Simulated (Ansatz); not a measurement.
# CH₄InO₂ radical: one species, many methods

The task here is to estimate one member of a computed series from the others.

Program: Ansatz 0.2.0, Gaussian basis. Level of theory: functionals in def2-TZVPP, the program's frozen cores in correlated methods. These are calculated values, not measurements.

Levels to be run: LDA (SPW92), PBE-D4, revPBE-D4, BLYP-D4, r2SCAN-D4, B97M-V, PBE0-D4, B3LYP-D4, r2SCANh-D4, r2SCAN0-D4, HSE06-D4, BHLYP-D4, CAM-B3LYP-D4, LC-ωPBE, ωB97X-V, ωB97M-V, B2PLYP, PBE-QIDH; CCSD(T)/def2-SVP; CCSD(T)/def2-TZVPP; MP2/def2-QZVPP; extrapolation to the limit; RPA on PBE.

### The relaxed structure

All runs share one geometry, relaxed beforehand with PBE0-D4 in a triple-zeta def2 set. In takes the def2 core potential; no spin-orbit term is included.

8 atoms, charge 0, spin multiplicity 2.

Atoms are counted from 1 here; the program's logs count them from 0.

Bond lengths: C1–O2 1.397 Å, C1–H5 1.097 Å, C1–H6 1.098 Å, C1–H7 1.098 Å, O2–In3 2.019 Å, In3–O4 2.005 Å, O4–H8 0.964 Å. Angles: O2–C1–H5 108.0°, O2–C1–H6 112.9°, O2–C1–H7 112.9°, H5–C1–H6 107.3°, H5–C1–H7 107.3°, H6–C1–H7 108.0°, C1–O2–In3 127.6°, O2–In3–O4 111.1°, In3–O4–H8 109.7°.

The first run:

Contents of in.yaml:

```yaml
crystal:
  periodic: [false, false, false]
  atoms:
    - {symbol: C, position_ang: [-0.552458, 1.338807, 0.506459]}
    - {symbol: O, position_ang: [0.213226, 0.228739, 0.140344]}
    - {symbol: In, position_ang: [-0.424966, -1.474353, -0.737141]}
    - {symbol: O, position_ang: [1.096637, -2.743050, -1.043100]}
    - {symbol: H, position_ang: [0.118715, 2.081397, 0.954813]}
    - {symbol: H, position_ang: [-1.321634, 1.100070, 1.252681]}
    - {symbol: H, position_ang: [-1.046372, 1.818323, -0.348846]}
    - {symbol: H, position_ang: [1.916853, -2.349943, -0.725221]}
basis:
  gaussian: {orbitals: def2-TZVPP}
magnetization: {spin_polarized: true, initial_magnetization: 1}
hamiltonian: {xc: lda}
output: {orbitals: {seedname: orbitals}}
```

Steps of the session up to this table: LDA; PBE-D4 (GGA); revPBE-D4 (GGA); BLYP-D4 (GGA); r2SCAN-D4 (meta-GGA); B97M-V (meta-GGA); PBE0-D4 (hybrid); B3LYP-D4 (hybrid); r2SCANh-D4 (hybrid); r2SCAN0-D4 (hybrid); HSE06-D4 (hybrid); BHLYP-D4 (hybrid); CAM-B3LYP-D4 (range-separated); LC-ωPBE (range-separated); ωB97X-V (range-separated); ωB97M-V (range-separated); B2PLYP (double hybrid); PBE-QIDH (double hybrid).

One table of the session follows, with a row left open; its other results are not shown here.

It belongs to the step «Orbital energies across the functionals». 

```
  functional  HOMO (eV)  LUMO (eV)  gap (eV)
 LDA (SPW92)      -5.54      -4.87      0.67
      PBE-D4      -5.38      -4.52      0.86
   revPBE-D4      -5.32      -4.39      0.94
     BLYP-D4      -5.26      -4.54      0.72
   r2SCAN-D4      -5.77      -4.27      1.50
      B97M-V      -5.47      -4.63      0.84
     PBE0-D4      -6.54      -3.69      2.85
    B3LYP-D4      -6.34      -4.09      2.25
  r2SCANh-D4      -6.21      -3.97      2.24
  r2SCAN0-D4      -6.86      -3.52      3.33
    HSE06-D4      -6.15      -4.06      2.08
    BHLYP-D4      -7.56      -3.00      4.55
CAM-B3LYP-D4      -7.82      -2.90      4.92
     LC-ωPBE          ?          ?         ?
     ωB97X-V      -8.66      -1.84      6.82
     ωB97M-V      -8.66      -2.06      6.60
```

**Question.** Estimate the row for LC-ωPBE.

**Answer.** HOMO (eV): -9.07; LUMO (eV): -1.46; gap (eV): 7.61. In the column «HOMO (eV)» it is the lowest.
